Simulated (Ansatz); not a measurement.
# Zr2H3: the cost of one run

Method: DFT PBE, scalar-relativistic, plane waves, PAW, in Ansatz 0.2.0.

### Step 1. The starting structure

The structure is tetragonal, space group I4/mmm (No. 139). Conventional cell: a = 4.492 Å, b = 4.492 Å, c = 6.199 Å, α = 90.00°, β = 90.00°, γ = 90.00°. Zr (site symmetry -4m2) is surrounded by 2 H at 1.55 Å. Around H (site symmetry 4/mmm) lie 4 H at 2.25 Å. Around H (site symmetry mmm) lie 2 Zr at 1.55 Å.

As a file:

```cif
data_structure
_symmetry_space_group_name_H-M 'I4/mmm'
_symmetry_Int_Tables_number 139
_cell_length_a 4.4916
_cell_length_b 4.4916
_cell_length_c 6.1988
_cell_angle_alpha 90.000
_cell_angle_beta 90.000
_cell_angle_gamma 90.000
_cell_volume 125.06
loop_
_atom_site_label
_atom_site_type_symbol
_atom_site_symmetry_multiplicity
_atom_site_Wyckoff_symbol
_atom_site_fract_x
_atom_site_fract_y
_atom_site_fract_z
_atom_site_occupancy
Zr1 Zr 4 d 0.00000 0.50000 0.25000 1
H1 H 2 a 0.00000 0.00000 0.00000 1
H2 H 4 c 0.00000 0.50000 0.00000 1
```

Recipe of the guess: random cell by space group and Wyckoff sites (I4/mmm, No. 139). The dimensions are guesses.

### Step 2. A first look at the guess

Contents of input.yaml:

```yaml
crystal:
  lattice:
    - [-2.24582149, 2.24582149, 3.09939989]
    - [2.24582149, -2.24582149, 3.09939989]
    - [2.24582149, 2.24582149, -3.09939989]
  atoms:
    - { symbol: Zr, position: [0.75, 0.25, 0.5] }
    - { symbol: Zr, position: [0.25, 0.75, 0.5] }
    - { symbol: H, position: [0.0, 0.0, 0.0] }
    - { symbol: H, position: [0.5, 0.0, 0.5] }
    - { symbol: H, position: [0.0, 0.5, 0.5] }
basis:
  ecutwfc: 420
kpoints:
  mp_grid: { grid: [6, 6, 6] }
hamiltonian:
  xc: pbe
scf:
  occupations: { method: gaussian, width: 0.1 }
  lower_state_search: "off"
output:
  forces: true
  stress: true
  eigenvalues: true
```

On the command line:

```console
> ansatz run input.yaml --threads 1 --pin off --max-ram 2560MiB --backend cpu --events-out ev --progress --plain --runs-dir out
```

**Question.** How long does this run take on 1 thread of Intel Xeon Platinum 8488C (Sapphire Rapids), shared host, and how much memory does it need?

About 1.9 s, with a peak of 0.38 GiB.
